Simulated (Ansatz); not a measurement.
What does this script print? It uses the Python package of Ansatz (0.2.0).

Input file `tepb2s.xyz`:
```text
4
Lattice="2.22197607 1.28285848 7.25989161 -2.22197607 1.28285848 7.25989161 0.0 -2.56571697 7.25989161" Properties=species:S:1:pos:R:3 pbc="T T T"
Te    0.00000000   -0.00000000   10.88983741
Pb    0.00000000   -0.00000000   16.15424617
Pb   -0.00000000   -0.00000000    5.62542865
S     0.00000000    0.00000000    0.00000000
```

`kconv_tepb2s.py`:
```python
# -*- coding: utf-8 -*-
"""k-point test for TePb2S."""

import csv
import warnings

import ansatz as az


def main():
    warnings.simplefilter("ignore", az.DeckWarning)

    xtal = az.Crystal.from_extxyz("tepb2s.xyz")

    calculation = (
        xtal.calculation()
        .functional(az.Functional.LDA)
        .occupations("Fixed")
        .stress()
    )

    rows = []
    for value in [1.0, 0.6, 0.4, 0.3]:
        data = calculation.kpoints(spacing=value).run(threads=1).report
        rows.append((value, data["free_energy_ev"] / len(data["lattice"]["sites"]), data["n_iterations"], sum(data["stress_gpa"][i][i] for i in range(3)) / 3, data["n_kpoints"]))

    with open("kconv.csv", "w", newline="") as handle:
        writer = csv.writer(handle)
        writer.writerow(["spacing (1/A)", "F/atom (eV)", "iterations", "P (GPa)", "k-points"])
        writer.writerows([round(v, 5) if isinstance(v, float) else v for v in row] for row in rows)

    # differences from the last row
    for row in rows[:-1]:
        shift = 1000 * (row[1] - rows[-1][1])
        print(f"{row[0]}: {shift:+.2f} meV/atom" + ("  (within 2 meV)" if abs(shift) < 2 else ""))


if __name__ == "__main__":
    main()
```

```console
$ python kconv_tepb2s.py
1.0: +218.68 meV/atom
0.6: +7.57 meV/atom
0.4: +0.19 meV/atom  (within 2 meV)
```

It writes `kconv.csv`:
```csv
spacing (1/A),F/atom (eV),iterations,P (GPa),k-points
1.0,-7725.53411,7,-1.66322,4
0.6,-7725.74521,7,-4.03025,6
0.4,-7725.7526,7,-4.01019,19
0.3,-7725.75278,7,-4.00317,32
```

From a spacing of 0.4 (5×5×5) on it stays within 2 meV an atom of the value at a spacing of 0.3 (6×6×6); the first row (a spacing of 1.0 (2×2×2)) is off by 218.7 meV and the last but one by 0.19 meV. That rests on few rows after larger swings, so the series isn't shown to be converged. The pressure moves from -1.66 to -4.00 GPa.

Reading the output:
- Pressure is positive in compression.
- Spin-orbit coupling, which matters for elements this heavy, is left out.
- This cell is a computed structure, which may not be the phase found in nature.
- Shifts are counted from the finest mesh, which is itself no proven limit.
- It ran for 12 s on 1 thread of Arm Neoverse V2, on a shared host, peak memory 0.47 GiB.
